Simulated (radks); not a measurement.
**Taking charge from the 3d level of Fe in fractions**

One table from this session's results is given with a row withheld; the runs are named, their logs left out.

Method: non-relativistic Kohn-Sham, PBE, spin-unpolarised, spherical densities, point nucleus. Code: radks (a radial shooting solver on a logarithmic mesh, Libxc functionals) version 1.

## What is computed

- element: iron (Z = 26)
- charge: 0
- electrons: 26
- configuration: [Ar] 3d6 4s2

The outer shells:

Fe
```
[Ar] core
3d [↑↓][↑ ][↑ ][↑ ][↑ ]
4s [↑↓]
```

The first run:

Input:

```text
Z 26
configuration [Ar] 3d6 4s2
relativity non-relativistic
functional pbe,pbe
spin unpolarised
nucleus point
```

Steps of the session up to this table: Start: [Ar] 3d6 4s2.

One table of the session follows, with a row left open; its other results are not shown here.

Sizes of the orbitals, from the radial functions (bohr):

```
level      <r>  outermost maximum (interpolated)  90 % within  nodes
   1s  0.05915                            0.0390        0.105      0
   2s        ?                                 ?            ?      ?
   2p   0.2367                             0.181        0.387      0
   3s   0.8195                             0.708         1.23      2
   3p   0.8613                             0.716         1.33      1
   3d    1.132                             0.710         2.00      0
   4s    3.025                              2.44         4.63      3
```

Estimate the missing values for 2s.

As computed: <r>: 0.2700; outermost maximum (interpolated): 0.225; 90 % within: 0.418; nodes: 1. In the column «<r>» it lies between 2p (0.2367) and 3s (0.8195).
